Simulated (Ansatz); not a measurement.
# C₂H₂BrI: up Jacob's ladder to CCSD(T)

One table from this session's results is given with a row withheld; the runs are named, their logs left out.

Method: functionals in def2-TZVPP, the program's frozen cores in correlated methods; program: Ansatz 0.2.0, Gaussian basis.

The runs, in order: LDA (SPW92), PBE-D4, revPBE-D4, BLYP-D4, r2SCAN-D4, B97M-V, PBE0-D4, B3LYP-D4, r2SCANh-D4, r2SCAN0-D4, HSE06-D4, BHLYP-D4, CAM-B3LYP-D4, LC-ωPBE, ωB97X-V, ωB97M-V, B2PLYP, PBE-QIDH; CCSD(T)/def2-SVP; CCSD(T)/def2-TZVPP; MP2/def2-QZVPP; extrapolation to the limit; RPA on PBE.

### Structure used throughout

All runs share one geometry, relaxed beforehand with PBE0-D4 in a triple-zeta def2 set. I takes the def2 core potential; no spin-orbit term is included.

SMILES `Br/C=C/I`, 6 atoms, charge 0, spin multiplicity 1.

Atoms are counted from 1 here; the program's logs count them from 0.

Bond lengths: Br1–C2 1.879 Å, C2–C3 1.319 Å, C2–H5 1.081 Å, C3–I4 2.072 Å, C3–H6 1.081 Å. Angles: Br1–C2–C3 121.6°, Br1–C2–H5 113.7°, C3–C2–H5 124.7°, C2–C3–I4 121.6°, C2–C3–H6 123.7°, I4–C3–H6 114.6°.

The first run:

The input, in.yaml:

```yaml
crystal:
  periodic: [false, false, false]
  atoms:
    - {symbol: Br, position_ang: [-0.965690, 1.605092, -1.364287]}
    - {symbol: C, position_ang: [0.160012, 0.325325, -0.572160]}
    - {symbol: C, position_ang: [-0.182495, -0.306920, 0.533390]}
    - {symbol: I, position_ang: [1.057878, -1.718230, 1.407737]}
    - {symbol: H, position_ang: [1.087099, 0.171940, -1.106715]}
    - {symbol: H, position_ang: [-1.114604, -0.141206, 1.055836]}
basis:
  gaussian: {orbitals: def2-TZVPP}
hamiltonian: {xc: lda}
output: {orbitals: {seedname: orbitals}}
```

On the command line:

```
$ ansatz run in.yaml --threads 4 --pin off --events-out ev --progress --plain --max-ram 10444MiB
```

Among the steps run: LDA; PBE-D4 (GGA); revPBE-D4 (GGA); BLYP-D4 (GGA); r2SCAN-D4 (meta-GGA); B97M-V (meta-GGA); PBE0-D4 (hybrid); B3LYP-D4 (hybrid); r2SCANh-D4 (hybrid); r2SCAN0-D4 (hybrid); HSE06-D4 (hybrid); BHLYP-D4 (hybrid); CAM-B3LYP-D4 (range-separated); LC-ωPBE (range-separated); ωB97X-V (range-separated); ωB97M-V (range-separated); B2PLYP (double hybrid); PBE-QIDH (double hybrid).

One table of the session follows, with a row left open; its other results are not shown here.

It belongs to the step «Orbital energies across the functionals». 

| functional | HOMO (eV) | gap (eV) |
| --- | --- | --- |
| LDA (SPW92) | -6.15 | 3.84 |
| PBE-D4 | -5.98 | 3.88 |
| revPBE-D4 | -5.92 | 3.90 |
| BLYP-D4 | -5.80 | 3.82 |
| r2SCAN-D4 | -6.22 | 4.29 |
| B97M-V | -6.23 | 4.43 |
| PBE0-D4 | -7.06 | 5.88 |
| B3LYP-D4 | -6.83 | 5.42 |
| r2SCANh-D4 | -6.62 | 5.03 |
| r2SCAN0-D4 | -7.22 | 6.14 |
| HSE06-D4 | -6.67 | 5.12 |
| BHLYP-D4 | -7.98 | 7.80 |
| CAM-B3LYP-D4 | -8.28 | 8.19 |
| LC-ωPBE | -9.60 | 10.70 |
| ωB97X-V | -9.25 | 10.22 |
| ωB97M-V | ? | ? |

Estimate the missing values for ωB97M-V.

**Answer.** HOMO (eV): -9.13; gap (eV): 9.96. In the column «HOMO (eV)» it lies between ωB97X-V (-9.25) and CAM-B3LYP-D4 (-8.28).
